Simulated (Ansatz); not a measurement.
Here is an Ansatz input file for C3H7Sb, SMILES [CH3][Sb]1[CH2][CH2]1. Write the same calculation for the Python package.

```yaml
crystal:
  periodic: [false, false, false]
  atoms:
    - { symbol: C, position_ang: [-1.0053, 1.3698, -0.451] }
    - { symbol: Sb, position_ang: [0.7769, 1.0913, 0.6434] }
    - { symbol: C, position_ang: [0.2951, -1.0206, 0.9372] }
    - { symbol: C, position_ang: [1.1881, -0.8375, -0.3048] }
    - { symbol: H, position_ang: [-0.9254, 1.0607, -1.5265] }
    - { symbol: H, position_ang: [-1.2949, 2.5133, -0.4649] }
    - { symbol: H, position_ang: [-1.8574, 0.8582, 0.0192] }
    - { symbol: H, position_ang: [-0.6881, -1.3063, 0.7718] }
    - { symbol: H, position_ang: [0.903, -1.5013, 1.8058] }
    - { symbol: H, position_ang: [0.5338, -1.0436, -1.2021] }
    - { symbol: H, position_ang: [2.1397, -1.2411, -0.2074] }
basis:
  gaussian:
    orbitals: def2-SVP
hamiltonian:
  xc: pbe0
relax:
  f_tol: 0.005
  max_steps: 100
```

`c3h7sb.py`
```python
'''Geometry optimisation of C3H7Sb.'''

import itertools

import ansatz as az
from ase import Atoms
from ase.data import atomic_numbers, covalent_radii
import numpy as np

BASIS = 'def2-SVP'
XC = 'pbe0'


def main() -> None:
    atoms = Atoms(['C', 'Sb', 'C', 'C', 'H', 'H', 'H', 'H', 'H', 'H', 'H'], positions=[
        (-1.0053, 1.3698, -0.451),
        (0.7769, 1.0913, 0.6434),
        (0.2951, -1.0206, 0.9372),
        (1.1881, -0.8375, -0.3048),
        (-0.9254, 1.0607, -1.5265),
        (-1.2949, 2.5133, -0.4649),
        (-1.8574, 0.8582, 0.0192),
        (-0.6881, -1.3063, 0.7718),
        (0.903, -1.5013, 1.8058),
        (0.5338, -1.0436, -1.2021),
        (2.1397, -1.2411, -0.2074),
    ])
    c3h7sb = az.Crystal.molecule_from_ase(atoms)

    calc = c3h7sb.calculation().basis(gaussian=BASIS).functional(XC)
    symbols = [site.symbol for site in c3h7sb.cartesian_sites]
    start = np.array([site.position_ang for site in c3h7sb.cartesian_sites], dtype=float)
    def progress(event):
        if event['event'] == 'relax_step':
            row = event['data']
            print(f'step {row["step"]:3d}  E = {row["lagrangian_ev"]:.6f} eV  largest force component {row["allowed_force_max_ev_ang"]:.4f} eV/A')


    data = calc.relax(force_tolerance=0.005, max_steps=100).session().plan().execute(on_event=progress).report
    end = np.array(data['positions_ang'])

    print('reference energy %16.6f eV' % data['reference_energy_ev'])
    print('total energy     %16.6f eV' % data['free_energy_ev'])
    print('occupied orbitals outside the frozen core (up, down):', data['n_occupied'], ' frozen:', data['n_frozen'], ' virtual:', data['n_virtual'])

    # pairs closer than 1.2 times the sum of covalent radii, before or after
    radius = [covalent_radii[atomic_numbers[s]] for s in symbols]
    span = lambda where, i, j: np.linalg.norm(where[i] - where[j])
    bonded = [(i, j) for i, j in itertools.combinations(range(len(symbols)), 2) if min(span(start, i, j), span(end, i, j)) < 1.2 * (radius[i] + radius[j])]
    print('pair        before    after (A)')
    for i, j in bonded:
        print(f'{symbols[i]}{i}-{symbols[j]}{j}'.ljust(10), f'{span(start, i, j):8.4f} {span(end, i, j):8.4f}')


if __name__ == '__main__':
    main()
```

```console
$ python c3h7sb.py
step   1  E = -9755.103631 eV  largest force component 4.9854 eV/A
step   2  E = -9755.591726 eV  largest force component 1.0149 eV/A
step   3  E = -9755.658125 eV  largest force component 0.5846 eV/A
step   4  E = -9755.697857 eV  largest force component 0.1940 eV/A
step   5  E = -9755.702596 eV  largest force component 0.0994 eV/A
step   6  E = -9755.703063 eV  largest force component 0.0221 eV/A
step   7  E = -9755.703249 eV  largest force component 0.0060 eV/A
step   8  E = -9755.703366 eV  largest force component 0.0154 eV/A
step   9  E = -9755.701939 eV  largest force component 0.2015 eV/A
step  10  E = -9755.700249 eV  largest force component 0.1212 eV/A
step  11  E = -9755.703611 eV  largest force component 0.0053 eV/A
step  12  E = -9755.703832 eV  largest force component 0.1584 eV/A
step  13  E = -9755.704712 eV  largest force component 0.0833 eV/A
step  14  E = -9755.703873 eV  largest force component 0.1515 eV/A
step  15  E = -9755.705572 eV  largest force component 0.0228 eV/A
step  16  E = -9755.706791 eV  largest force component 0.1295 eV/A
step  17  E = -9755.704277 eV  largest force component 0.3391 eV/A
step  18  E = -9755.709177 eV  largest force component 0.0190 eV/A
step  19  E = -9755.710297 eV  largest force component 0.0877 eV/A
step  20  E = -9755.710716 eV  largest force component 0.2250 eV/A
step  21  E = -9755.713805 eV  largest force component 0.0718 eV/A
step  22  E = -9755.714345 eV  largest force component 0.0696 eV/A
step  23  E = -9755.716063 eV  largest force component 0.0935 eV/A
step  24  E = -9755.716594 eV  largest force component 0.1360 eV/A
step  25  E = -9755.717716 eV  largest force component 0.0505 eV/A
step  26  E = -9755.716881 eV  largest force component 0.0856 eV/A
step  27  E = -9755.717971 eV  largest force component 0.0065 eV/A
step  28  E = -9755.718118 eV  largest force component 0.0250 eV/A
step  29  E = -9755.717997 eV  largest force component 0.0842 eV/A
step  30  E = -9755.711731 eV  largest force component 0.2238 eV/A
step  31  E = -9755.718279 eV  largest force component 0.0026 eV/A
step  32  E = -9755.718351 eV  largest force component 0.0185 eV/A
step  33  E = -9755.718373 eV  largest force component 0.0150 eV/A
step  34  E = -9755.718396 eV  largest force component 0.0060 eV/A
step  35  E = -9755.718405 eV  largest force component 0.0028 eV/A
reference energy     -9755.718432 eV
total energy         -9755.718432 eV
occupied orbitals outside the frozen core (up, down): [24, 24]  frozen: 0  virtual: [79, 79]
pair        before    after (A)
C0-Sb1       2.1099   2.1826
C0-H4        1.1219   1.0993
C0-H5        1.1797   1.0995
C0-H6        1.0995   1.0995
Sb1-C2       2.1860   2.2110
Sb1-C3       2.1883   2.2109
C2-C3        1.5406   1.4716
C2-H7        1.0371   1.0943
C2-H8        1.1641   1.0944
C3-H9        1.1295   1.0943
C3-H10       1.0382   1.0944
```

Caveats:
- Total energies depend on the basis set; only differences at equal settings carry meaning.
- The end point is the stationary point reached from this start; no frequency run checks that it is a minimum, and the basis set is modest.
- def2 sets replace the cores of elements past krypton by effective core potentials.
- Timing: 3 min on 1 thread of Arm Neoverse V2, with other jobs on the host, peak memory 0.31 GiB.

(Lines on the test bed's own set-up are left out of the output.)
